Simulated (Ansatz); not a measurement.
# C3H3Br: geometry and frequencies at several levels

An exercise on one series of results from a longer session: the logs are not shown, and one member is left open.

Program: Ansatz 0.2.0. Level of theory: the levels named in each step. These are calculated values, not measurements.

## The structure to begin with

Bond lengths: C1–C2 1.197 Å, C2–C3 1.435 Å, C3–Br4 1.981 Å, C1–H5 1.049 Å, C3–H6 1.090 Å, C3–H7 1.091 Å. Angles: C1–C2–C3 177.8°, C2–C1–H5 178.3°, C2–C3–Br4 111.2°, C2–C3–H6 111.5°, C2–C3–H7 111.4°, Br4–C3–H6 105.9°, Br4–C3–H7 105.9°, H6–C3–H7 110.8°.

Structure file:

```xyz
7

C     2.5289   -1.4427    0.3359
C     1.3482   -1.2987    0.4702
C    -0.0645   -1.0807    0.6011
Br   -0.6054    0.6308   -0.2364
H     3.5615   -1.5951    0.2337
H    -0.3620   -1.0075    1.6471
H    -0.6354   -1.8567    0.0892
```

Set-up of the first run:

The input, input.yaml:

```yaml
crystal:
  periodic: [false, false, false]
  atoms:
    - { symbol: C, position_ang: [2.52894, -1.44269, 0.33594] }
    - { symbol: C, position_ang: [1.34816, -1.29869, 0.47019] }
    - { symbol: C, position_ang: [-0.06453, -1.08066, 0.60114] }
    - { symbol: Br, position_ang: [-0.60543, 0.63075, -0.2364] }
    - { symbol: H, position_ang: [3.56147, -1.5951, 0.23372] }
    - { symbol: H, position_ang: [-0.36204, -1.00755, 1.64706] }
    - { symbol: H, position_ang: [-0.63538, -1.85671, 0.08921] }
basis:
  gaussian: { orbitals: def2-SVP }
hamiltonian:
  xc: pbe
  dispersion: d4
relax:
  f_tol: 0.03
  max_steps: 200
```

On the command line:

```console
$ ansatz run input.yaml --threads 2 --pin off --max-ram 5120MiB --backend cpu --events-out ev --progress --plain --runs-dir out
```

Among the steps run: A rough first relaxation, PBE-D4/def2-SVP; Relaxation, HF/STO-3G; Frequencies, HF/STO-3G; Relaxation, HF/def2-SVP; Frequencies, HF/def2-SVP; Relaxation, LDA/def2-SVP; Frequencies, LDA/def2-SVP; Relaxation, PBE-D4/def2-SVP; Frequencies, PBE-D4/def2-SVP.

One table of the session follows, with a row left open; its other results are not shown here.

| level | C1–C2 (Å) | C2–C3 (Å) | C3–Br4 (Å) | dipole (D) | highest frequency (cm⁻¹) |
| --- | --- | --- | --- | --- | --- |
| HF/STO-3G | 1.1705 | 1.4823 | 1.9214 | 1.40 | 3945 |
| HF/def2-SVP | ? | ? | ? | ? | ? |
| LDA/def2-SVP | 1.2190 | 1.4309 | 1.9536 | 1.53 | 3392 |
| PBE-D4/def2-SVP | 1.2227 | 1.4440 | 1.9864 | 1.57 | 3407 |

Estimate the missing values for HF/def2-SVP.

The run gave: C1–C2 (Å): 1.1904; C2–C3 (Å): 1.4588; C3–Br4 (Å): 1.9530; dipole (D): 1.79; highest frequency (cm⁻¹): 3621. In the column «C1–C2 (Å)» it lies between HF/STO-3G (1.1705) and LDA/def2-SVP (1.2190).
